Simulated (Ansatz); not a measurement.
# C7H10N2: up Jacob's ladder to CCSD(T)

How much do the methods differ for C7H10N2? The plan is to run it at one geometry with functionals of several rungs and with coupled cluster, and see how far each lands from CCSD(T) at the basis-set limit for the atomisation energy.

Computed with Ansatz 0.2.0, Gaussian basis. Level: functionals in def2-TZVPP, the program's frozen cores in correlated methods.

The runs, in order: LDA (SPW92), PBE-D4, revPBE-D4, BLYP-D4, r2SCAN-D4, B97M-V, PBE0-D4, B3LYP-D4, r2SCANh-D4, r2SCAN0-D4, HSE06-D4, BHLYP-D4, CAM-B3LYP-D4, LC-ωPBE, ωB97X-V, ωB97M-V, B2PLYP, PBE-QIDH; CCSD(T)/def2-SVP; CCSD(T)/def2-TZVPP; MP2/def2-QZVPP; extrapolation to the limit; RPA on PBE.

## (1) The relaxed structure

The geometry comes from an earlier relaxation with PBE0-D4 in a triple-zeta def2 set; it is a stationary point, not always the lowest conformer.

SMILES `CN(N)c1ccccc1`, 19 atoms, charge 0, spin multiplicity 1.

Atoms are counted from 1 here; the program's logs count them from 0.

Bond lengths: C1–N2 1.440 Å, C1–H10 1.100 Å, C1–H11 1.093 Å, C1–H12 1.087 Å, N2–N3 1.393 Å, N2–C4 1.383 Å, N3–H13 1.018 Å, N3–H14 1.013 Å, C4–C5 1.403 Å, C4–C9 1.402 Å, C5–C6 1.384 Å, C5–H15 1.081 Å, C6–C7 1.387 Å, C6–H16 1.085 Å, C7–C8 1.386 Å, C7–H17 1.083 Å, C8–C9 1.384 Å, C8–H18 1.085 Å and more. Angles: N2–C1–H10 112.9°, N2–C1–H11 110.7°, N2–C1–H12 107.5°, H10–C1–H11 108.3°, H10–C1–H12 108.8°, H11–C1–H12 108.5°, C1–N2–N3 114.1°, C1–N2–C4 120.0°, N3–N2–C4 119.5°, N2–N3–H13 110.8°, N2–N3–H14 109.8°, H13–N3–H14 108.1°, N2–C4–C5 121.0°, N2–C4–C9 121.1°, C5–C4–C9 117.8°, C4–C5–C6 120.6°, C4–C5–H15 120.3°, C6–C5–H15 119.1° and more.

## (2) LDA

This LDA is Slater exchange with PW92 correlation.

Contents of in.yaml:

```yaml
crystal:
  periodic: [false, false, false]
  atoms:
    - {symbol: C, position_ang: [1.741050, -0.033131, -1.782633]}
    - {symbol: N, position_ang: [1.146771, -0.693055, -0.648680]}
    - {symbol: N, position_ang: [2.045108, -1.440705, 0.109286]}
    - {symbol: C, position_ang: [0.026474, -0.153970, -0.042526]}
    - {symbol: C, position_ang: [-0.698791, 0.880566, -0.652316]}
    - {symbol: C, position_ang: [-1.837142, 1.391232, -0.054348]}
    - {symbol: C, position_ang: [-2.288311, 0.904477, 1.163245]}
    - {symbol: C, position_ang: [-1.572005, -0.111634, 1.775888]}
    - {symbol: C, position_ang: [-0.432278, -0.635942, 1.191022]}
    - {symbol: H, position_ang: [2.076108, 0.989765, -1.555309]}
    - {symbol: H, position_ang: [1.035402, 0.014315, -2.615514]}
    - {symbol: H, position_ang: [2.600172, -0.623553, -2.090621]}
    - {symbol: H, position_ang: [2.233986, -0.984305, 0.999273]}
    - {symbol: H, position_ang: [1.653239, -2.355010, 0.301742]}
    - {symbol: H, position_ang: [-0.371796, 1.291471, -1.597536]}
    - {symbol: H, position_ang: [-2.375354, 2.191123, -0.551059]}
    - {symbol: H, position_ang: [-3.178688, 1.311260, 1.626420]}
    - {symbol: H, position_ang: [-1.901872, -0.509133, 2.729500]}
    - {symbol: H, position_ang: [0.097914, -1.433761, 1.694165]}
basis:
  gaussian: {orbitals: def2-TZVPP}
hamiltonian: {xc: lda}
output: {orbitals: {seedname: orbitals}}
```

Run with:

```sh
> ansatz run in.yaml --threads 2 --pin off --events-out ev --progress --plain --max-ram 22528MiB --backend cuda --devices 0, --max-vram 18GiB
```

After this run come: PBE-D4 (GGA); revPBE-D4 (GGA); BLYP-D4 (GGA); r2SCAN-D4 (meta-GGA); B97M-V (meta-GGA); PBE0-D4 (hybrid); B3LYP-D4 (hybrid); r2SCANh-D4 (hybrid); r2SCAN0-D4 (hybrid); HSE06-D4 (hybrid); BHLYP-D4 (hybrid); CAM-B3LYP-D4 (range-separated); LC-ωPBE (range-separated); ωB97X-V (range-separated); ωB97M-V (range-separated); B2PLYP (double hybrid); PBE-QIDH (double hybrid); CCSD(T) in def2-SVP; CCSD(T) in def2-TZVPP; MP2 in def2-QZVPP; RPA on PBE orbitals.

**Question.** What will the summary of the whole plan be? Wanted: atomisation energy, CCSD(T)/CBS; farthest beyond LDA; mean size of error, GGA; mean size of error, meta-GGA; mean size of error, hybrid; mean size of error, range-separated; mean size of error, double hybrid; gap, smallest and largest; T1 diagnostic.

**Answer**, as computed:

```
                               quantity                                      value
        atomisation energy, CCSD(T)/CBS                              8240.2 kJ/mol
 functionals within 41.2 kJ/mol (0.5 %)               r2SCANh-D4, B2PLYP, PBE-QIDH
                    farthest beyond LDA                     PBE-D4 (+347.1 kJ/mol)
                mean size of error, GGA                               187.4 kJ/mol
           mean size of error, meta-GGA                                60.9 kJ/mol
             mean size of error, hybrid                               116.0 kJ/mol
    mean size of error, range-separated                                61.7 kJ/mol
      mean size of error, double hybrid                                35.3 kJ/mol
              gap, smallest and largest  3.69 eV (LDA (SPW92)), 10.11 eV (LC-ωPBE)
                          T1 diagnostic                                     0.0114
triples share of the correlation energy                                      4.7 %
```

**Reading.** LDA overbinds by 1392.8 kJ/mol (17 %). PBE-D4 misses by +347.1 kJ/mol. Double hybrids carry the basis error of their MP2 part in triple zeta, and no dispersion term here, so their miss is partly the set-up's. Taken by rung, double hybrid functionals do best (35.3 kJ/mol on average) and GGA ones worst beyond LDA (187.4 kJ/mol). The reference freezes the cores and leaves out relativity and excitations past (T), so misses under about 41.2 kJ/mol can't be ranked. Hartree-Fock recovers 71 % of the binding; the rest is correlation. CCSD(T) in def2-SVP is off by -345.0 kJ/mol, more than most functionals: a good method in a small basis is no reference. The gap grows from 3.7 to 10.1 eV across the functionals, mostly with the share of exact exchange. The restricted reference is unstable towards a spin-broken one.
